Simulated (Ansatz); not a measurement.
This was printed by a script on Ansatz's Python interface, for a calculation of the elastic constants of ClO, space group Pm-3m. What did the script look like? Settings: PBEsol, PAW, cutoff 422 eV, 14×14×14 k-points, Fermi-Dirac smearing of 0.1 eV.

```cif
data_structure
_symmetry_space_group_name_H-M 'P 1'
_symmetry_Int_Tables_number 1
_cell_length_a 3.1852
_cell_length_b 3.1852
_cell_length_c 3.1852
_cell_angle_alpha 90.000
_cell_angle_beta 90.000
_cell_angle_gamma 90.000
_cell_volume 32.32
loop_
_atom_site_label
_atom_site_type_symbol
_atom_site_fract_x
_atom_site_fract_y
_atom_site_fract_z
_atom_site_occupancy
Cl1 Cl 0.00000 0.00000 0.00000 1
O1 O 0.50000 0.50000 0.50000 1
```

Running `python elastic.py` prints:
```text
[[ 40.   -9.   -9.    0.    0.    0. ]
 [ -9.   40.   -9.    0.    0.    0. ]
 [ -9.   -9.   40.    0.    0.    0. ]
 [  0.    0.    0.  -88.9   0.    0. ]
 [  0.    0.    0.    0.  -88.9   0. ]
 [  0.    0.    0.    0.    0.  -88.9]]
Voigt stress of the unstrained cell (GPa, tension positive): [13.678 13.678 13.678  0.     0.     0.   ]
smallest eigenvalue of C: -88.9 GPa; stable: False
```

One script that gives this output:

The script, `elastic.py`:
```python
import warnings

import ansatz
import numpy as np

warnings.simplefilter('ignore', ansatz.DeckWarning)

system = (
    ansatz.Lattice.of((3.18521679, 0.0, 0.0), (0.0, 3.18521679, 0.0), (0.0, 0.0, 3.18521679))
    .atom('Cl', (0.0, 0.0, 0.0))
    .atom('O', (0.5, 0.5, 0.5))
)

calc = (
    system.calculation()
    .functional(ansatz.Functional.PBESOL)
    .pseudopotentials('paw')
    .basis(31 * ansatz.Ry)
    .occupations(ansatz.OccupationsMethod.FERMI_DIRAC)
    .kpoints(14, 14, 14)
)
result = calc.elastic(ansatz.ElasticMode.CLAMPED_ION).run(threads=1, backend='cpu')
elastic = result.elastic

print(np.array2string(np.round(elastic.c_gpa, 1) + 0.0, suppress_small=True))
print('Voigt stress of the unstrained cell (GPa, tension positive):', np.round(elastic.sigma0_gpa, 3) + 0.0)
print('smallest eigenvalue of C:', round(elastic.stability.min_eigenvalue_gpa, 1), 'GPa; stable:', elastic.stability.stable)
if elastic.stability.min_eigenvalue_gpa > 0:
    m = elastic.moduli
    print(f'K = {m.k_hill_gpa:.1f}, G = {m.g_hill_gpa:.1f}, E = {m.youngs_gpa:.1f} GPa, Poisson ratio {m.poisson:.3f}, K/G = {m.k_hill_gpa / m.g_hill_gpa:.2f}')
    S = np.linalg.inv(elastic.c_gpa)
    print('Young modulus along x, y, z (GPa):', np.round(1 / np.diag(S)[:3], 1))
    print('linear compressibility along x, y, z (1/TPa):', np.round(1000 * S[:3, :3].sum(axis=1), 2))
```

Reading the output:
- The cell holds an odd number of electrons and is run without spin, so a magnetic state may lie lower.
- The cell isn't relaxed first, so the values belong to this volume.
- At these settings the cell as given stands under about -14 GPa, so it isn't at this functional's equilibrium volume.
- The structure comes from a database of computed cells and needn't be a stable or known phase.
- Shear constants of a metal converge slowly with the k-point mesh and can be wrong in sign on a coarse one; the constants belong to the cell that was strained.
- The whole script took 48 s on 1 thread of Arm Neoverse V2, with other jobs on the host, peak memory 0.51 GiB.

(Lines on the test bed's own set-up are left out of the output.)
